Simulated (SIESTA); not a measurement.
Input of a SIESTA 5.4.2 run:

File In.fdf:

```
SystemName                      In
SystemLabel                     In
NumberOfSpecies                 1
NumberOfAtoms                   5
%block ChemicalSpeciesLabel
  1  49 In
%endblock ChemicalSpeciesLabel

UseStructFile                   true

%block kgrid.MonkhorstPack
    9   0   0  0.5
    0   9   0  0.5
    0   0   1  0.0
%endblock kgrid.MonkhorstPack
%block XC.Mix
  2
  GGA LIBXC-00-GGA_X_SOGGA 1.0 0.0
  GGA LIBXC-00-GGA_C_PBE 0.0 1.0
%endblock XC.Mix
PAO.BasisSize                   DZP
PAO.EnergyShift                 0.003 Ry
Mesh.Cutoff                     500 Ry
OccupationFunction              FD
ElectronicTemperature           0.05 eV
Slab.DipoleCorrection           vacuum
MaxSCFIterations                120
SCF.MustConverge                false
SCF.Mixer.Method                Pulay
SCF.Mixer.Weight                0.25
SCF.Mixer.History               8
SCF.DM.Tolerance                5.0e-05
SCF.H.Tolerance                 1.0e-03 eV
WriteForces                     true
Charge.Mulliken                 end
Charge.Hirshfeld                end
Charge.Voronoi                  end
Charge.Mulliken.Format          2
%block PAO.Basis
  In 4
  n=5 0 2
    6.968 0.000
  n=5 1 2
    9.500 0.000
  n=4 2 2
    4.106 0.000
  n=5 2 1
    9.500
%endblock PAO.Basis
```

The input In.STRUCT_IN:

```
   3.3392736332     0.0000000000     0.0000000000
  -1.6696368166     2.8918957965     0.0000000000
   0.0000000000     0.0000000000    25.9317382929
5
1  49    0.6666666667     0.3333333333     0.2892208735
1  49    0.0000000000     0.0000000000     0.3942765012
1  49    0.6666666667     0.3333333333     0.5000000000
1  49    0.3333333333     0.6666666667     0.6057234988
1  49    0.6666666667     0.3333333333     0.7107791265
```

Potentials or basis: PseudoDojo 0.4 standard (PBEsol files), DZP (energy shift 0.003 Ry; two zetas on semicore shells).

Run with:

```sh
$ siesta < In.fdf > In.out 2>&1
```

Task: Estimate the band gap on the k mesh.

Result: None (metal or under the smearing width).

Task: Predict the largest force.

Result: 0.100 eV/Å.

Stress tensor (GPa, compression positive):
```
-1.54 -0.57 -0.03
-0.57 -2.20  0.02
-0.03  0.02 -0.83
```

Caveat: the potentials were made for another functional, which shifts forces and pressure; the basis of atomic orbitals isn't converged, which shifts pressures, moduli and gaps.
